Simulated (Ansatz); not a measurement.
**CH9Cl2N3Si2: one species, many functionals**

An exercise on one series of results from a longer session: the logs are not shown, and one member is left open.

The runs use Ansatz 0.2.0, Gaussian basis; functionals in def2-TZVPP.

Levels to be run: LDA (SPW92), PBE-D4, revPBE-D4, BLYP-D4, r2SCAN-D4, B97M-V, PBE0-D4, B3LYP-D4, r2SCANh-D4, r2SCAN0-D4, HSE06-D4, BHLYP-D4, CAM-B3LYP-D4, LC-ωPBE, ωB97X-V.

## The relaxed structure

The geometry comes from an earlier relaxation with PBE0-D4 in a triple-zeta def2 set; it is a stationary point, not always the lowest conformer.

SMILES `CN([Si@H](N)Cl)[Si@@H](N)Cl`, 17 atoms, charge 0, spin multiplicity 1.

Atoms are counted from 1 here; the program's logs count them from 0.

Bond lengths: C1–N2 1.470 Å, C1–H9 1.091 Å, C1–H10 1.091 Å, C1–H11 1.094 Å, N2–Si3 1.714 Å, N2–Si6 1.714 Å, Si3–N4 1.702 Å, Si3–Cl5 2.063 Å, Si3–H12 1.478 Å, N4–H13 1.007 Å, N4–H14 1.006 Å, Si6–N7 1.703 Å, Si6–Cl8 2.063 Å, Si6–H15 1.478 Å, N7–H16 1.006 Å, N7–H17 1.007 Å. Angles: N2–C1–H9 110.1°, N2–C1–H10 110.1°, N2–C1–H11 111.3°, H9–C1–H10 108.5°, H9–C1–H11 108.4°, H10–C1–H11 108.4°, C1–N2–Si3 117.5°, C1–N2–Si6 117.5°, Si3–N2–Si6 123.9°, N2–Si3–N4 109.9°, N2–Si3–Cl5 112.6°, N2–Si3–H12 106.9°, N4–Si3–Cl5 103.8°, N4–Si3–H12 116.9°, Cl5–Si3–H12 106.8°, Si3–N4–H13 121.4°, Si3–N4–H14 120.6°, H13–N4–H14 112.5° and more.

The first run:

Contents of in.yaml:

```yaml
crystal:
  periodic: [false, false, false]
  atoms:
    - {symbol: C, position_ang: [0.727927, 0.782458, 1.119055]}
    - {symbol: N, position_ang: [0.005406, 0.202887, -0.022494]}
    - {symbol: Si, position_ang: [0.900823, -0.108516, -1.450892]}
    - {symbol: N, position_ang: [2.269536, -1.051992, -1.083565]}
    - {symbol: Cl, position_ang: [1.692296, 1.607555, -2.278553]}
    - {symbol: Si, position_ang: [-1.706474, 0.163809, 0.061116]}
    - {symbol: N, position_ang: [-2.198843, -0.586389, 1.508012]}
    - {symbol: Cl, position_ang: [-2.536547, 2.049074, 0.175249]}
    - {symbol: H, position_ang: [0.214264, 0.538272, 2.050621]}
    - {symbol: H, position_ang: [1.740692, 0.378183, 1.165678]}
    - {symbol: H, position_ang: [0.793726, 1.870935, 1.035654]}
    - {symbol: H, position_ang: [-0.047980, -0.662041, -2.439093]}
    - {symbol: H, position_ang: [2.181288, -1.972427, -0.685962]}
    - {symbol: H, position_ang: [3.124817, -0.936529, -1.600066]}
    - {symbol: H, position_ang: [-2.183557, -0.437963, -1.201205]}
    - {symbol: H, position_ang: [-3.041934, -0.296885, 1.973865]}
    - {symbol: H, position_ang: [-1.954341, -1.541031, 1.712878]}
basis:
  gaussian: {orbitals: def2-TZVPP}
hamiltonian: {xc: lda}
output: {orbitals: {seedname: orbitals}}
```

Steps of the session up to this table: LDA; PBE-D4 (GGA); revPBE-D4 (GGA); BLYP-D4 (GGA); r2SCAN-D4 (meta-GGA); B97M-V (meta-GGA); PBE0-D4 (hybrid); B3LYP-D4 (hybrid); r2SCANh-D4 (hybrid); r2SCAN0-D4 (hybrid); HSE06-D4 (hybrid); BHLYP-D4 (hybrid); CAM-B3LYP-D4 (range-separated); LC-ωPBE (range-separated); ωB97X-V (range-separated).

One table of the session follows, with a row left open; its other results are not shown here.

It belongs to the step «Orbital energies across the functionals». 

| functional | HOMO (eV) | LUMO (eV) | gap (eV) |
| --- | --- | --- | --- |
| LDA (SPW92) | -6.41 | -0.49 | 5.92 |
| PBE-D4 | -6.27 | -0.30 | 5.96 |
| revPBE-D4 | -6.21 | -0.21 | 5.99 |
| BLYP-D4 | -6.12 | -0.27 | 5.85 |
| r2SCAN-D4 | -6.54 | 0.25 | 6.80 |
| B97M-V | -6.67 | -0.14 | 6.53 |
| PBE0-D4 | -7.60 | 0.51 | 8.10 |
| B3LYP-D4 | -7.35 | 0.21 | 7.56 |
| r2SCANh-D4 | -7.04 | 0.50 | 7.54 |
| r2SCAN0-D4 | -7.79 | 0.86 | 8.66 |
| HSE06-D4 | -7.20 | 0.14 | 7.34 |
| BHLYP-D4 | -8.83 | 1.16 | 10.00 |
| CAM-B3LYP-D4 | -8.96 | 1.32 | 10.27 |
| LC-ωPBE | ? | ? | ? |
| ωB97X-V | -9.99 | 2.36 | 12.35 |

**Question.** Estimate the row for LC-ωPBE.

The run gave: HOMO (eV): -10.34; LUMO (eV): 2.58; gap (eV): 12.91. In the column «HOMO (eV)» it is the lowest.
